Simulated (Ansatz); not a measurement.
# BeBCl2: the cost of one run

Program: Ansatz 0.2.0. Level of theory: DFT PBE, scalar-relativistic, plane waves, PAW. These are calculated values, not measurements.

1 further run of the same task is left out (it didn't finish). Runs told in other sessions of the task aren't counted.

**1. Starting point**

Symmetry: P-3m1, No. 164, trigonal system. Conventional cell: a = 3.213 Å, b = 3.213 Å, c = 14.930 Å, α = 90.00°, β = 90.00°, γ = 120.00°. Around Be (site symmetry 3m) lie 6 Cl at 2.14 to 2.47 Å. Around B (site symmetry 3m) lie 3 Cl at 2.48 Å. Around Cl (site symmetry 3m) lie 3 Be at 2.14 Å. Around Cl (site symmetry -3m) lie 6 Be at 2.47 Å. Around Cl (site symmetry -3m) lie 6 B at 2.48 Å.

Structure file:

```
CELL_PARAMETERS angstrom
3.21253 0.00000 0.00000
-1.60626 2.78213 0.00000
0.00000 0.00000 14.93036
ATOMIC_POSITIONS crystal
Be 0.33333 0.66667 0.89051
Be 0.66667 0.33333 0.10949
B 0.66667 0.33333 0.39015
B 0.33333 0.66667 0.60985
Cl 0.66667 0.33333 0.81887
Cl 0.00000 0.00000 0.00000
Cl 0.33333 0.66667 0.18113
Cl 0.00000 0.00000 0.50000
```

It is the end of an earlier relaxation with the same method, from a generated guess; it needn't be the stable form of this composition. At a tolerance of 0.05 Å it has space group P-3m1 (No. 164); it has 16.68 Å³/atom, an uncorrected energy of +0.61 eV/atom over the elements.

**2. Bands, states and charges**

input.yaml reads:

```yaml
crystal:
  lattice:
    - [3.2125298599, 0.0, 0.0]
    - [-1.60626493, 2.7821324691, 0.0]
    - [0.0, 0.0, 14.9303600063]
  atoms:
    - { symbol: Be, position: [0.3333333333, 0.6666666667, 0.8905114794] }
    - { symbol: Be, position: [0.6666666667, 0.3333333333, 0.1094885206] }
    - { symbol: B, position: [0.6666666667, 0.3333333333, 0.3901534032] }
    - { symbol: B, position: [0.3333333333, 0.6666666667, 0.6098465968] }
    - { symbol: Cl, position: [0.6666666667, 0.3333333333, 0.8188714542] }
    - { symbol: Cl, position: [0.0, 0.0, 0.0] }
    - { symbol: Cl, position: [0.3333333333, 0.6666666667, 0.1811285458] }
    - { symbol: Cl, position: [0.0, 0.0, 0.5] }
basis:
  ecutwfc: 420
kpoints:
  mp_grid: { grid: [12, 12, 4] }
  band_path:
    path:
      - [[0.0, 0.0, 0.0], [0.5, 0.0, 0.0], [0.33333333, 0.33333333, 0.0], [0.0, 0.0, 0.0], [0.0, 0.0, 0.5], [0.5, 0.0, 0.5], [0.33333333, 0.33333333, 0.5], [0.0, 0.0, 0.5]]
      - [[0.5, 0.0, 0.5], [0.5, 0.0, 0.0]]
      - [[0.33333333, 0.33333333, 0.5], [0.33333333, 0.33333333, 0.0]]
    npoints: 14
hamiltonian:
  xc: pbe
scf:
  occupations: { method: gaussian, width: 0.1 }
  n_extra_bands: 20
output:
  forces: true
  stress: true
  eigenvalues: true
  populations: true
  dos: { projected: true, de: 0.02, nscf_kmesh: { grid: [15, 15, 5] } }
  bader: true
```

Started as:

```
> ansatz run input.yaml --threads 1 --pin off --max-ram 2560MiB --backend cpu --events-out ev --progress --plain --runs-dir out
```

Q: Estimate wall time and peak memory on 1 thread of Intel Xeon at 2.70GHz, shared host.

About 1.9 min, with a peak of 0.68 GiB.
